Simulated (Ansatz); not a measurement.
# C2H5BClF (SMILES BC(F)CCl) at B3LYP/6-31G(d) (spherical functions)

What is the energy change on altering one bond length of C2H5BClF at B3LYP/6-31G* (spherical functions)? 

Program for the calculation: Ansatz 0.2.0.

123 further runs of the same task are left out: 123 set aside as unsound or not needed.

### 1 The molecule

C2H5BClF: 10 atoms, total charge 0, spin state singlet. As SMILES, `BC(F)CCl`. Geometry: relaxed at PBE0-D4/def2-TZVP. This is one conformer, not always the lowest.

Bond lengths: B1–C2 1.558 Å, C2–F3 1.386 Å, C2–C4 1.509 Å, C4–Cl5 1.782 Å, B1–H6 1.192 Å, B1–H7 1.195 Å, C2–H8 1.109 Å, C4–H9 1.090 Å, C4–H10 1.089 Å. Some angles: B1–C2–F3 113.9°, B1–C2–C4 115.3°, F3–C2–C4 109.7°, C2–C4–Cl5 112.6°, B1–C2–H8 102.6°, F3–C2–H8 107.0°, C4–C2–H8 107.5°, C2–B1–H6 120.8°, C2–B1–H7 118.2°, C2–C4–H9 110.7°.

### 2 The energy at B3LYP/6-31G(d) (spherical functions)

input.yaml

```yaml
crystal:
  periodic: [false, false, false]
  atoms:
    - {symbol: B, position_ang: [-1.309200, -0.711700, -0.281200]}
    - {symbol: C, position_ang: [0.178900, -0.496800, 0.126500]}
    - {symbol: F, position_ang: [0.520300, -1.080300, 1.336000]}
    - {symbol: C, position_ang: [0.655300, 0.934900, 0.100000]}
    - {symbol: Cl, position_ang: [2.428700, 1.067800, 0.206300]}
    - {symbol: H, position_ang: [-2.010300, -1.450800, 0.336900]}
    - {symbol: H, position_ang: [-1.707400, -0.172300, -1.270600]}
    - {symbol: H, position_ang: [0.728500, -1.046200, -0.665100]}
    - {symbol: H, position_ang: [0.248500, 1.491800, 0.943700]}
    - {symbol: H, position_ang: [0.349800, 1.412800, -0.829700]}
basis:
  gaussian: {orbitals: 6-31G_st_-spherical.json}
hamiltonian: {xc: {name: B3LYP}}
accuracy: high
output: {orbitals: {seedname: orbitals}}
```

The basis set 6-31G* is read from a file made from the Basis Set Exchange's data (not shown).

The run is started by

```sh
ansatz run input.yaml --threads 1 --pin off --max-ram 3480MiB --events-out events.jsonl --progress --plain --runs-dir runs
```

Log:

```text
Warning: RAYON_NUM_THREADS=1 ignored (pool sized by the plan → 1); use --threads N
Functional definition: B3LYP
  name "B3LYP"
  parameter a0 = 0.2
  parameter ax = 0.72
  parameter ac = 0.81
  exchange = (1 - a0 - ax)*slater_x + ax*b88_x + a0*exact_x
  correlation = (1 - ac)*vwn_rpa_c + ac*lyp_c
2025 factors; integrals over basis functions are off by at most 3.5e-9 eV
mean field evaluation 1: about -18067.7406 eV, gradient 3.2e1 eV
mean field evaluation 2: about -18067.5564 eV, gradient 3.4e1 eV
mean field evaluation 4: about -18070.0204 eV, gradient 1.1e0 eV
mean field evaluation 8: about -18070.2342 eV, gradient 3.2e-1 eV
mean field evaluation 16: about -18070.2343 eV, gradient 4.0e-5 eV
mean field -18070.23433936 eV, -664.0688635269 hartree, gradient 8.4e-8 eV, S^2 0.000000; 0 other end points of the search recorded, 0 dependent functions left out
reference -18070.23437684 eV, -664.0688649040 hartree; 24, 24 occupied and 60, 60 virtual orbitals, 2025 factors
Total energy: -18070.23437684 eV, -664.0688649040 hartree
```

Run time: 6.9 s. Hardware: 1 thread of Arm Neoverse V2, shared host; peak memory 0.3 GiB.

### 3 The distorted shape at the same level

run.yaml

```yaml
crystal:
  periodic: [false, false, false]
  atoms:
    - {symbol: B, position_ang: [-1.391646, -0.629284, -0.162451]}
    - {symbol: C, position_ang: [0.096454, -0.414384, 0.245249]}
    - {symbol: F, position_ang: [0.437854, -0.997884, 1.454749]}
    - {symbol: C, position_ang: [0.572854, 1.017316, 0.218749]}
    - {symbol: Cl, position_ang: [2.346254, 1.150216, 0.325049]}
    - {symbol: H, position_ang: [-2.092746, -1.368384, 0.455649]}
    - {symbol: H, position_ang: [-1.789846, -0.089884, -1.151851]}
    - {symbol: H, position_ang: [0.728500, -1.046200, -0.665100]}
    - {symbol: H, position_ang: [0.166054, 1.574216, 1.062449]}
    - {symbol: H, position_ang: [0.267354, 1.495216, -0.710951]}
basis:
  gaussian:
    orbitals: 6-31G_st_-spherical.json
hamiltonian:
  xc: {name: B3LYP}
accuracy: high
output: {orbitals: {seedname: orbitals}}
```

The basis set 6-31G* is read from a file made from the Basis Set Exchange's data (not shown).

The run is started by

```sh
ansatz run run.yaml --threads 1 --pin off --max-ram 3480MiB --events-out events.jsonl --progress --plain --runs-dir runs
```

Log (excerpt; [...] marks lines left out):

```text
Warning: RAYON_NUM_THREADS=1 ignored (pool sized by the plan → 1); use --threads N
[... 7 set-up lines as earlier in the session ...]
2027 factors; integrals over basis functions are off by at most 3.7e-9 eV
mean field evaluation 1: about -18067.4679 eV, gradient 3.2e1 eV
mean field evaluation 2: about -18067.0899 eV, gradient 3.5e1 eV
mean field evaluation 4: about -18069.7397 eV, gradient 9.0e-1 eV
mean field evaluation 8: about -18069.9461 eV, gradient 3.3e-1 eV
mean field evaluation 16: about -18069.9463 eV, gradient 3.8e-5 eV
mean field -18069.94631912 eV, -664.0582789780 hartree, gradient 4.9e-8 eV, S^2 0.000000; 0 other end points of the search recorded, 0 dependent functions left out
reference -18069.94635679 eV, -664.0582803626 hartree; 24, 24 occupied and 60, 60 virtual orbitals, 2027 factors
Total energy: -18069.94635679 eV, -664.0582803626 hartree
```

Run time: 7.5 s. Hardware: 1 thread of Arm Neoverse V2, shared host; peak memory 0.3 GiB.

### 4 Results

Level: B3LYP/6-31G* (spherical functions).

```
                                                         quantity          value
                                        first shape: total energy  -664.06886 Eh
                                         first shape: HOMO energy       -8.09 eV
                                         first shape: LUMO energy       -2.02 eV
                                       first shape: HOMO–LUMO gap        6.06 eV
                                    distorted shape: total energy  -664.05828 Eh
                                     distorted shape: HOMO energy       -8.10 eV
                                     distorted shape: LUMO energy       -2.05 eV
                                   distorted shape: HOMO–LUMO gap        6.05 eV
energy change with the C2–H8 bond stretched from 1.109 to 1.276 Å       0.288 eV
```

What this shows: With the C2–H8 bond stretched from 1.109 to 1.276 Å the energy rises by 0.29 eV (6.6 kcal/mol). The first shape isn't relaxed at this level, so the change isn't measured from a minimum.
